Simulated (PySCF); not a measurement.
# Sb+, Sb(2+): ionisation energy in aug-cc-pVDZ-PP with ECP28

Wanted: the ionisation energy of antimony, up a ladder of methods.

The numbers are computed with PySCF 2.14.0 (unrestricted determinants in a Gaussian basis, no spin-orbit coupling in the energies), except any that are marked as measured or tabulated.

6 further runs of the same task are left out: 6 that didn't finish.

## (1) The atom as given

```
Element                                   : antimony (Z = 51)
Basis                                     : aug-cc-pVDZ-PP with ECP28MDF (5s4p3d, 32 functions)
Hamiltonian                               : scalar relativity through the core potential
State 1                                   : Sb+: [Kr] 4d10 5s2 5p2, high-spin 3P determinant
State 2                                   : Sb(2+): [Kr] 4d10 5s2 5p1, 2P determinant
Methods                                   : UHF, r2SCAN, B3LYP, MP2, CCSD(T)
Core shells frozen in the correlated runs : valence: 4s2 4p6 4d10 (for Sb+)
```

Outer shells as boxes (Hund's rule):

Sb+ [Kr] 4d10 5s2 5p2
```
[Kr] core
4d [↑↓][↑↓][↑↓][↑↓][↑↓]
5s [↑↓]
5p [↑ ][↑ ][  ]
```

Sb2+ [Kr] 4d10 5s2 5p1
```
[Kr] core
4d [↑↓][↑↓][↑↓][↑↓][↑↓]
5s [↑↓]
5p [↑ ][  ][  ]
```

One driver process ran all states and methods and kept the integrals in memory. Each run is shown as a PySCF script that sums up its settings (the driver passes frozen orbitals as a list and adds second-order terms of double hybrids); the logs are those of the runs themselves. The driver starts from symmetry-adapted Hartree-Fock orbitals, holds the occupation by maximum overlap and uses a logarithmic radial grid for functionals, so a plain start would take other cycles.

The driver's launch:

```console
> OMP_NUM_THREADS=1 python atomrun2.py TASK.json OUT
```

The integrals over 32 functions and the set-up took 0.09 s of CPU time.

## (2) Sb+: the ladder of methods

UHF:

Contents of input.py:

```python
from pyscf import gto, scf, dft, mp, cc
import basis_set_exchange as bse
txt = bse.get_basis("aug-cc-pVDZ-PP", elements=["Sb"], fmt="nwchem", header=False)
cut = txt.index("\nECP")
mol = gto.M(atom="Sb 0 0 0", charge=1, spin=2, symmetry="D2h",
            basis=gto.basis.parse(txt[:cut]),
            ecp={"Sb": gto.basis.parse_ecp(txt[cut:])})
mf = scf.UHF(mol)
mf.irrep_nelec = {'Ag': (4, 4), 'B1g': (1, 1), 'B2g': (1, 1), 'B3g': (1, 1), 'B1u': (2, 1), 'B2u': (2, 1), 'B3u': (1, 1)}
mf.kernel()
```

r2SCAN:

Changes to input.py:

```diff
@@ -7,3 +7,3 @@
             ecp={"Sb": gto.basis.parse_ecp(txt[cut:])})
-mf = scf.UHF(mol)
+mf = dft.UKS(mol, xc="R2SCAN")
 mf.irrep_nelec = {'Ag': (4, 4), 'B1g': (1, 1), 'B2g': (1, 1), 'B3g': (1, 1), 'B1u': (2, 1), 'B2u': (2, 1), 'B3u': (1, 1)}
```

B3LYP:

Changes to input.py:

```diff
@@ -7,3 +7,3 @@
             ecp={"Sb": gto.basis.parse_ecp(txt[cut:])})
-mf = dft.UKS(mol, xc="R2SCAN")
+mf = dft.UKS(mol, xc="B3LYP")
 mf.irrep_nelec = {'Ag': (4, 4), 'B1g': (1, 1), 'B2g': (1, 1), 'B3g': (1, 1), 'B1u': (2, 1), 'B2u': (2, 1), 'B3u': (1, 1)}
```

MP2 (valence):

Changes to input.py:

```diff
@@ -7,4 +7,5 @@
             ecp={"Sb": gto.basis.parse_ecp(txt[cut:])})
-mf = dft.UKS(mol, xc="B3LYP")
+mf = scf.UHF(mol)
 mf.irrep_nelec = {'Ag': (4, 4), 'B1g': (1, 1), 'B2g': (1, 1), 'B3g': (1, 1), 'B1u': (2, 1), 'B2u': (2, 1), 'B3u': (1, 1)}
 mf.kernel()
+mp.UMP2(mf, frozen=9).kernel()
```

CCSD(T) (valence):

Changes to input.py:

```diff
@@ -10,2 +10,3 @@
 mf.kernel()
-mp.UMP2(mf, frozen=9).kernel()
+mycc = cc.CCSD(mf, frozen=9).run()
+mycc.ccsd_t()
```

## (3) Sb(2+)

UHF:

Contents of input.py:

```python
from pyscf import gto, scf, dft, mp, cc
import basis_set_exchange as bse
txt = bse.get_basis("aug-cc-pVDZ-PP", elements=["Sb"], fmt="nwchem", header=False)
cut = txt.index("\nECP")
mol = gto.M(atom="Sb 0 0 0", charge=2, spin=1, symmetry="D2h",
            basis=gto.basis.parse(txt[:cut]),
            ecp={"Sb": gto.basis.parse_ecp(txt[cut:])})
mf = scf.UHF(mol)
mf.irrep_nelec = {'Ag': (4, 4), 'B1g': (1, 1), 'B2g': (1, 1), 'B3g': (1, 1), 'B1u': (1, 1), 'B2u': (2, 1), 'B3u': (1, 1)}
mf.kernel()
```

r2SCAN:

Changes to input.py:

```diff
@@ -7,3 +7,3 @@
             ecp={"Sb": gto.basis.parse_ecp(txt[cut:])})
-mf = scf.UHF(mol)
+mf = dft.UKS(mol, xc="R2SCAN")
 mf.irrep_nelec = {'Ag': (4, 4), 'B1g': (1, 1), 'B2g': (1, 1), 'B3g': (1, 1), 'B1u': (1, 1), 'B2u': (2, 1), 'B3u': (1, 1)}
```

B3LYP:

Changes to input.py:

```diff
@@ -7,3 +7,3 @@
             ecp={"Sb": gto.basis.parse_ecp(txt[cut:])})
-mf = dft.UKS(mol, xc="R2SCAN")
+mf = dft.UKS(mol, xc="B3LYP")
 mf.irrep_nelec = {'Ag': (4, 4), 'B1g': (1, 1), 'B2g': (1, 1), 'B3g': (1, 1), 'B1u': (1, 1), 'B2u': (2, 1), 'B3u': (1, 1)}
```

MP2 (valence):

Changes to input.py:

```diff
@@ -7,4 +7,5 @@
             ecp={"Sb": gto.basis.parse_ecp(txt[cut:])})
-mf = dft.UKS(mol, xc="B3LYP")
+mf = scf.UHF(mol)
 mf.irrep_nelec = {'Ag': (4, 4), 'B1g': (1, 1), 'B2g': (1, 1), 'B3g': (1, 1), 'B1u': (1, 1), 'B2u': (2, 1), 'B3u': (1, 1)}
 mf.kernel()
+mp.UMP2(mf, frozen=9).kernel()
```

CCSD(T) (valence):

Changes to input.py:

```diff
@@ -10,2 +10,3 @@
 mf.kernel()
-mp.UMP2(mf, frozen=9).kernel()
+mycc = cc.CCSD(mf, frozen=9).run()
+mycc.ccsd_t()
```

What does the calculation give?

As calculated:

| quantity | value |
| --- | --- |
| ionisation energy, Sb+ | UHF 15.996, CCSD(T) (valence) 16.258 eV; reference 16.626 ± 0.025 |

Each level's miss and price (over 1 difference):

```tsv
method	mean absolute miss against CCSD(T) (valence) (eV)	CPU time, both states (s)
UHF	0.262	0.19
r2SCAN	0.391	1
B3LYP	0.248	0.55
MP2 (valence)	0.038	0.21
SCS-MP2 (valence)	0.094	0.21
CCSD (valence)	0.007	
CCSD(T) (valence)	0.000	0.59
```

**Reading.** The methods span 0.654 eV, from UHF (15.996) to r2SCAN (16.650). The reference is uncertain or not like for like (spin-orbit coupling or other relativistic terms), so no ranking of close methods is drawn. All values hold for this basis alone; no basis-set limit was taken. The dearest level timed, r2SCAN, costs 5.4 times the cheapest, UHF, and differs from CCSD(T) (valence) by 0.39 against 0.26 eV; CCSD(T) (valence) in this basis is a yardstick, not the exact answer.
